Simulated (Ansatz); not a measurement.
# CH₇ClO₂SiZr: a ladder of functionals and wavefunction methods

An exercise on one series of results from a longer session: the logs are not shown, and one member is left open.

The runs use Ansatz 0.2.0, Gaussian basis; functionals in def2-TZVPP, the program's frozen cores in correlated methods.

The runs, in order: PBE-D4, r2SCAN-D4, PBE0-D4, B3LYP-D4, ωB97X-V, ωB97M-V, B2PLYP; CCSD(T)/def2-TZVPP; MP2/def2-QZVPP; extrapolation to the limit.

### The geometry

The geometry comes from an earlier relaxation with PBE0-D4 in a triple-zeta def2 set; it is a stationary point, not always the lowest conformer. Zr takes the def2 core potential; no spin-orbit term is included.

SMILES `[CH3][Zr]([OH])([Cl])[O][SiH3]`, 13 atoms, charge 0, spin multiplicity 1.

Atoms are counted from 1 here; the program's logs count them from 0.

Bond lengths: C1–Zr2 2.210 Å, C1–H7 1.096 Å, C1–H8 1.096 Å, C1–H9 1.096 Å, Zr2–O3 1.905 Å, Zr2–Cl4 2.369 Å, Zr2–O5 1.928 Å, O3–H10 0.953 Å, O5–Si6 1.640 Å, Si6–H11 1.486 Å, Si6–H12 1.485 Å, Si6–H13 1.486 Å. Angles: Zr2–C1–H7 110.8°, Zr2–C1–H8 110.6°, Zr2–C1–H9 111.5°, H7–C1–H8 108.0°, H7–C1–H9 107.9°, H8–C1–H9 108.0°, C1–Zr2–O3 105.5°, C1–Zr2–Cl4 107.3°, C1–Zr2–O5 105.2°, O3–Zr2–Cl4 113.6°, O3–Zr2–O5 112.6°, Cl4–Zr2–O5 111.9°, Zr2–O3–H10 167.8°, Zr2–O5–Si6 176.8°, O5–Si6–H11 109.7°, O5–Si6–H12 109.7°, O5–Si6–H13 109.5°, H11–Si6–H12 109.3° and more.

Set-up of the first run:

The input, in.yaml:

```yaml
crystal:
  periodic: [false, false, false]
  atoms:
    - {symbol: C, position_ang: [1.814896, 0.632869, -1.188212]}
    - {symbol: Zr, position_ang: [-0.371194, 0.456050, -0.917338]}
    - {symbol: O, position_ang: [-0.994197, 2.233596, -0.635095]}
    - {symbol: Cl, position_ang: [-1.243353, -0.553330, -2.874625]}
    - {symbol: O, position_ang: [-0.600498, -0.664903, 0.634684]}
    - {symbol: Si, position_ang: [-0.874236, -1.573690, 1.971678]}
    - {symbol: H, position_ang: [2.050786, 1.272561, -2.046224]}
    - {symbol: H, position_ang: [2.261401, -0.352035, -1.367764]}
    - {symbol: H, position_ang: [2.295514, 1.066072, -0.303967]}
    - {symbol: H, position_ang: [-1.467828, 3.030409, -0.413893]}
    - {symbol: H, position_ang: [-2.262015, -1.349598, 2.454082]}
    - {symbol: H, position_ang: [-0.692413, -3.011372, 1.646530]}
    - {symbol: H, position_ang: [0.083126, -1.186639, 3.040143]}
basis:
  gaussian: {orbitals: def2-TZVPP}
hamiltonian: {xc: pbe, dispersion: d4}
output: {forces: true, orbitals: {seedname: orbitals}}
```

Launch:

```sh
ansatz run in.yaml --threads 2 --pin off --events-out ev --progress --plain --max-ram 31744MiB --backend cuda --devices 0, --max-vram 18GiB
```

Steps of the session up to this table: PBE-D4 (GGA); r2SCAN-D4 (meta-GGA); PBE0-D4 (hybrid); B3LYP-D4 (hybrid); ωB97X-V (range-separated); ωB97M-V (range-separated); B2PLYP (double hybrid).

One table of the session follows, with a row left open; its other results are not shown here.

| functional | HOMO (eV) | gap (eV) |
| --- | --- | --- |
| PBE-D4 | ? | ? |
| r2SCAN-D4 | -6.73 | 5.03 |
| PBE0-D4 | -7.78 | 6.77 |
| B3LYP-D4 | -7.53 | 6.30 |
| ωB97X-V | -10.20 | 11.31 |
| ωB97M-V | -10.07 | 10.66 |

**Question.** Estimate the row for PBE-D4.

**Answer.** HOMO (eV): -6.44; gap (eV): 4.53. In the column «HOMO (eV)» it is the highest.
